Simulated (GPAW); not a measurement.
Here is a GPAW 26.7.0 calculation.

File run.py:

```python
from ase import Atoms
from ase.dft.bandgap import bandgap
from ase.io import write
from ase.units import GPa
from gpaw import GPAW, PW

atoms = Atoms(['Ti', 'Ti', 'Ti', 'S', 'S'],
              cell=[[2.7131139241, 1.5664170544, 3.2376184047],
                    [-2.7131139241, 1.5664170544, 3.2376184047],
                    [0.0, -3.1328341088, 3.2376184047]],
              scaled_positions=[[0.0, 0.335655, 0.664345],
                                [0.664345, 0.0, 0.335655],
                                [0.335655, 0.664345, 0.0],
                                [0.167839, 0.167839, 0.167839],
                                [0.832161, 0.832161, 0.832161]],
              pbc=True)

calc = GPAW(mode=PW(600),
            xc='MGGA_X_R2SCAN+MGGA_C_R2SCAN',
            kpts={'size': (5, 5, 5), 'gamma': True},
            occupations={'name': 'fermi-dirac', 'width': 0.05},
            nbands=44,
            convergence={'density': 1e-05, 'energy': 1e-05},
            maxiter=150,
            txt='gpaw.txt')
atoms.calc = calc
energy = atoms.get_potential_energy()
forces = atoms.get_forces()
stress = atoms.get_stress()
calc.write('gs.gpw')
write('result.traj', atoms)
print(f'Energy: {energy:.6f} eV')
print('Forces (eV/A):')
print(forces.round(4))
print('Stress (GPa):', (stress / GPa).round(3))
print('Fermi level:', round(calc.get_fermi_level(), 4), 'eV')
print(f'Gap: {bandgap(calc)[0]:.4f} eV, direct: {bandgap(calc, direct=True)[0]:.4f} eV')

path = atoms.cell.bandpath('GLB1,BZGX,QFP1Z,LP', npoints=60, eps=1e-4)
bs_calc = calc.fixed_density(kpts=path, symmetry='off', nbands=64,
                             convergence={'bands': 'CBM+6.0', 'eigenstates': 1e-6}, txt='bands.txt')
bs = bs_calc.band_structure()
bs.write('bs.json')
print(f'Gap on the path: {bandgap(bs_calc)[0]:.4f} eV')
```

Potentials or basis: GPAW PAW data sets (gpaw-data 1.2.1), pw.

Run with:

```bash
$ OMP_NUM_THREADS=1 python run.py
```

Problem. What does it give for the band gap along the path?

Solution. None (metal or under the smearing width).

Problem. Predict the pressure.

Solution. -0.3 GPa.

Problem. What does it give for the largest force?

Solution. 0.053 eV/Å.

Stress tensor (GPa, compression positive):
```
-0.28  0.00  0.00
 0.00 -0.28  0.00
 0.00  0.00 -0.38
```

Caveat: the PAW data sets were made with another functional, which shifts forces and pressure a little.
